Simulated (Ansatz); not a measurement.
# BH4LiSSi: the cost of one run

Method: RKS LDA/def2-SVP, in Ansatz 0.2.0.

## Step 1: The starting structure

Bond lengths: Li1–Si2 2.472 Å, Si2–S3 2.270 Å, S3–B4 1.716 Å, Si2–H5 1.484 Å, Si2–H6 1.478 Å, B4–H7 1.210 Å, B4–H8 1.169 Å. Angles: Li1–Si2–S3 84.6°, Li1–Si2–H5 128.9°, Li1–Si2–H6 132.8°, S3–Si2–H5 96.8°, S3–Si2–H6 94.0°, H5–Si2–H6 98.1°, Si2–S3–B4 106.5°, S3–B4–H7 119.8°, S3–B4–H8 120.5°, H7–B4–H8 119.6°.

Structure file:

```xyz
8

Li   -1.3937   -1.0786    1.0874
Si   -0.3460    1.1588    1.0192
S     1.1778    0.1697   -0.3411
B     0.3757   -1.1490   -1.0918
H    -0.6548    2.3066    0.1314
H     0.6763    1.8147    1.8608
H    -0.7749   -1.3925   -0.8088
H     0.9396   -1.8297   -1.8570
```

## Step 2: Relaxing end A

Input file input.yaml:

```yaml
crystal:
  periodic: [false, false, false]
  atoms:
    - { symbol: Li, position_ang: [-1.39368, -1.07858, 1.08736] }
    - { symbol: Si, position_ang: [-0.34599, 1.15884, 1.01921] }
    - { symbol: S, position_ang: [1.17779, 0.16972, -0.34114] }
    - { symbol: B, position_ang: [0.37574, -1.14901, -1.09185] }
    - { symbol: H, position_ang: [-0.6548, 2.30659, 0.13137] }
    - { symbol: H, position_ang: [0.67627, 1.81471, 1.86077] }
    - { symbol: H, position_ang: [-0.77491, -1.39255, -0.80876] }
    - { symbol: H, position_ang: [0.93957, -1.82972, -1.85696] }
basis:
  gaussian: { orbitals: def2-SVP }
hamiltonian:
  xc: lda
relax:
  f_tol: 0.015
  max_steps: 40
```

Run with:

```sh
ansatz run input.yaml --threads 1 --pin off --max-ram 2048MiB --backend cpu --events-out ev --progress --plain --runs-dir out
```

**Question.** How long does this run take on 1 thread of Arm Neoverse V1, shared host, and how much memory does it need?

About 24 s, with a peak of 0.14 GiB.
